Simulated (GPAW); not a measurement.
Write an ASE script for GPAW 26.7.0 that does the following.

```
Task                : single point
Functional          : LDA
Potentials or basis : the program's PAW data sets (release 1.2.1) made for this functional
Cutoff              : 600 eV
Basis               : pw
k mesh              : 5 × 5 × 5
Occupations         : fermi-dirac, width 0.05 eV
Spin                : no spin polarisation
Maxiter             : 120
Convergence         : default
```

Crystal: YCuF5.

```
Y Cu F
1.0
    -2.11615    3.47550    4.03327
     2.11615   -3.47550    4.03327
     2.11615    3.47550   -4.03327
Y Cu F
1 1 5
Direct
  0.50000 0.50000 0.00000
  0.00000 0.00000 0.00000
  0.50000 0.00000 0.50000
  0.77434 0.77434 0.00000
  0.22565 0.22565 0.00000
  0.18689 0.50000 0.68689
  0.81311 0.50000 0.31311
```

The cell comes from a database or a generator and needn't be the stable form of this composition.

The input as run:

run.py

```python
from ase import Atoms
from ase.dft.bandgap import bandgap
from ase.io import write
from ase.units import GPa
from gpaw import GPAW, PW

atoms = Atoms(['Y', 'Cu', 'F', 'F', 'F', 'F', 'F'],
              cell=[[-2.116147, 3.475502, 4.033275],
                    [2.116147, -3.475502, 4.033275],
                    [2.116147, 3.475502, -4.033275]],
              scaled_positions=[[0.5, 0.5, 0.0],
                                [0.0, 0.0, 0.0],
                                [0.5, 0.0, 0.5],
                                [0.774345, 0.774345, 0.0],
                                [0.225655, 0.225655, 0.0],
                                [0.18689, 0.5, 0.68689],
                                [0.81311, 0.5, 0.31311]],
              pbc=True)

calc = GPAW(mode=PW(600),
            xc='LDA',
            kpts={'size': (5, 5, 5), 'gamma': True},
            occupations={'name': 'fermi-dirac', 'width': 0.05},
            nbands=50,
            maxiter=120,
            txt='gpaw.txt')
atoms.calc = calc
energy = atoms.get_potential_energy()
forces = atoms.get_forces()
stress = atoms.get_stress()
calc.write('gs.gpw')
write('result.traj', atoms)
print(f'Energy: {energy:.6f} eV')
print('Forces (eV/A):')
print(forces.round(4))
print('Stress (GPa):', (stress / GPa).round(3))
print('Fermi level:', round(calc.get_fermi_level(), 4), 'eV')
print(f'Gap: {bandgap(calc)[0]:.4f} eV, direct: {bandgap(calc, direct=True)[0]:.4f} eV')
```

Potentials or basis: the program's PAW data sets (release 1.2.1) made for this functional, pw.

The run is started by

```bash
$ OMP_NUM_THREADS=1 python run.py
```

Results of the run:

```
Pressure               : -7.1 GPa
Largest force          : 0.171 eV/Å
Band gap on the k mesh : none (metal or under the smearing width)
```

Caveat: with this Cu data set, volumes or pressures lay over 1.5 % or 2 GPa off other programs in two to four cells of ten; the cutoff is short for stress and forces, so pressures can be off by a GPa or more; an odd number of electrons without spin polarisation forces a metal; a magnetic or distorted state may lie lower; the run has no spin polarisation, though such a crystal can be magnetic; semilocal functionals often make such compounds metallic where correlation or magnetic order opens a gap, which also shifts bond lengths.

It took 3 min on 1 thread of Arm Neoverse V1 (shared host), peak memory 0.32 GiB.
